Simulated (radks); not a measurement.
# Kr²⁺ in [Ar] 3d10 4s1.75 4p4 4f0.25: an all-electron calculation

An exercise on one series of results from a longer session: the logs are not shown, and one member is left open.

The numbers are computed with radks (a radial shooting solver on a logarithmic mesh, Libxc functionals) version 1 (Dirac Kohn-Sham, PBEsol, spin-unpolarised, spherical densities, finite nucleus; open shells fill j = l - 1/2 first), except any that are marked as measured or tabulated.

### What is computed

| Quantity | Value |
| --- | --- |
| element | krypton (Z = 36) |
| charge | +2 |
| electrons | 34 |
| configuration | [Ar] 3d10 4s1.75 4p4 4f0.25 |
| nuclear rms radius | 4.1884 fm |

The first run:

Settings of this run:

```text
Z 36
configuration [Ar] 3d10 4s1.75 4p4 4f0.25 5s0 4d0
relativity Dirac
functional pbe_sol,pbe_sol
spin unpolarised
j_filling energy
nucleus finite rms 4.1884 fm
c 137.035999084
```

Started as:

```
python run_ks.py task.json out
```

All runs below come from this command, one after another.

One of the session's tables, all rows but one given; the rest of the session is left out.

It belongs to the step «Radial structure». Radial moments (bohr):

| level | <r> | outermost maximum (interpolated) | 90 % within | nodes |
| --- | --- | --- | --- | --- |
| 1s1/2 | 0.04151 | 0.0271 | 0.0742 | 0 |
| 2s1/2 | 0.1833 | 0.154 | 0.284 | 1 |
| 2p1/2 | 0.1574 | 0.121 | 0.258 | 0 |
| 2p3/2 | 0.1614 | 0.124 | 0.263 | 0 |
| 3s1/2 | 0.5304 | 0.467 | 0.789 | 2 |
| 3p1/2 | ? | ? | ? | ? |
| 3p3/2 | 0.5439 | 0.466 | 0.829 | 1 |
| 3d3/2 | 0.5522 | 0.409 | 0.904 | 0 |
| 3d5/2 | 0.5560 | 0.412 | 0.910 | 0 |
| 4s1/2 | 1.491 | 1.31 | 2.18 | 3 |
| 4p1/2 | 1.695 | 1.46 | 2.52 | 2 |
| 4p3/2 | 1.725 | 1.48 | 2.56 | 2 |
| 4d3/2 | 2.623 | 2.11 | 4.07 | 1 |
| 4d5/2 | 2.636 | 2.12 | 4.09 | 1 |
| 5s1/2 | 3.767 | 3.41 | 5.45 | 4 |
| 4f5/2 | 6.649 | 6.17 | 9.74 | 0 |
| 4f7/2 | 6.650 | 6.17 | 9.74 | 0 |

Estimate the missing values for 3p1/2.

The run gave: <r>: 0.5334; outermost maximum (interpolated): 0.457; 90 % within: 0.814; nodes: 1. In the column «<r>» it lies between 3s1/2 (0.5304) and 3p3/2 (0.5439).
